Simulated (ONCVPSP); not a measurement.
# Pseudopotential generation for silicon: ONCV, PBE

Aim: build the potential from the settings below, then test how well it stands in for the atom: other configurations, scattering, ghost states and the plane-wave cutoff that it needs.

The numbers are computed with ONCVPSP 4.0.1.1 (patched build) (PBE, scalar-relativistic, spin-unpolarised reference atom).

**1. Starting point**

Typed settings, in words:

```json
{
 "element": "silicon (Si, Z = 14)",
 "type": "optimised norm-conserving Vanderbilt (ONCV)",
 "frozen core": "[He]",
 "valence charge": "12",
 "reference configuration": "2s2 2p6 3s2 3p1 (charge +1)",
 "partial waves": "2s+3s: rc 0.85 bohr, ncon 4, nbas 9, qcut 11.6 1/bohr, 3 projectors, debl 3.2 Ha; 2p+3p: rc 0.95 bohr, ncon 4, nbas 8, qcut 11.5 1/bohr, 2 projectors; d scattering state at 0.42 Ha: rc 0.85 bohr, ncon 4, nbas 7, qcut 10 1/bohr, local",
 "local potential": "the d channel",
 "core correction": "Teter function, fcfact 4.5, rcfact 1.1"
}
```

**2. Generating the potential**

Si.dat reads:

```
# ATOM AND REFERENCE CONFIGURATION
# atsym  z   nc   nv     iexc    psfile
  Si 14.00    1    4        4      upf
#
#   n    l    f
    1    0    2.00
    2    0    2.00
    2    1    6.00
    3    0    2.00
    3    1    1.00
#
# PSEUDOPOTENTIAL AND OPTIMIZATION
# lmax
    2
#
#   l,   rc,      ep,       ncon, nbas, qcut
    0    0.85    0.00    4    9   11.60
    1    0.95    0.00    4    8   11.50
    2    0.85    0.42    4    7   10.00
#
# LOCAL POTENTIAL
# lloc, lpopt,  rc(5),   dvloc0
    2    5    0.85    0.00
#
# VANDERBILT-KLEINMAN-BYLANDER PROJECTORs
# l, nproj, debl
    0    3    3.20
    1    2    1.90
    2    0    3.80
#
# MODEL CORE CHARGE
# icmod, fcfact, rcfact
    3    4.50    1.10
#
# LOG DERIVATIVE ANALYSIS
# epsh1, epsh2, depsh
   -7.00    5.00    0.04
#
# OUTPUT GRID
# rlmax, drl
    6.00    0.01
#
# TEST CONFIGURATIONS
# ncnf
    4
# nvcnf
#   n    l    f
    4
    2    0    2.00
    2    1    6.00
    3    0    2.00
    3    1    2.00
#
    4
    2    0    2.00
    2    1    6.00
    3    0    2.00
    3    1    0.00
#
    4
    2    0    2.00
    2    1    6.00
    3    0    1.00
    3    1    0.00
#
    4
    2    0    2.00
    2    1    6.00
    3    0    0.00
    3    1    0.00
#
```

The run is started by

```
$ oncvpsp.x < Si.dat > Si.out
```

Before running it: what results should come out? Wanted: cutoffs for 1 and 0.1 mHa per electron, occupied waves; bound ghosts; GHOST(+) flags; largest test error; largest phase difference near zero energy, channels read; rms error of d²Exc/dn², without and with the model core.

As calculated:

| quantity | value |
| --- | --- |
| cutoffs for 1 and 0.1 mHa per electron, occupied waves | 91 Ha and 223 Ha |
| bound ghosts | none found |
| GHOST(+) flags | none at low energy |
| largest test error (AE − PS) | -11 meV, for 2s2 2p6 3s0 3p0 |
| largest phase difference near zero energy, channels read | 0.000 rad |
| rms error of d²Exc/dn², without and with the model core | 1.17 and 1.21 mHa |

**Reading.** The worst unpolarised test, 2s2 2p6 3s0 3p0, is off by 11 meV on 95.1 eV; by total energies transferability rates as good. It counts as very hard, with 91 Ha needed at the looser tolerance. At the looser tolerance the 2p wave is the slowest; 3p needs 63 Ha. No bound ghost shows below the valence levels. Near zero energy the phases of the channels with partial waves agree within 0.001 rad.
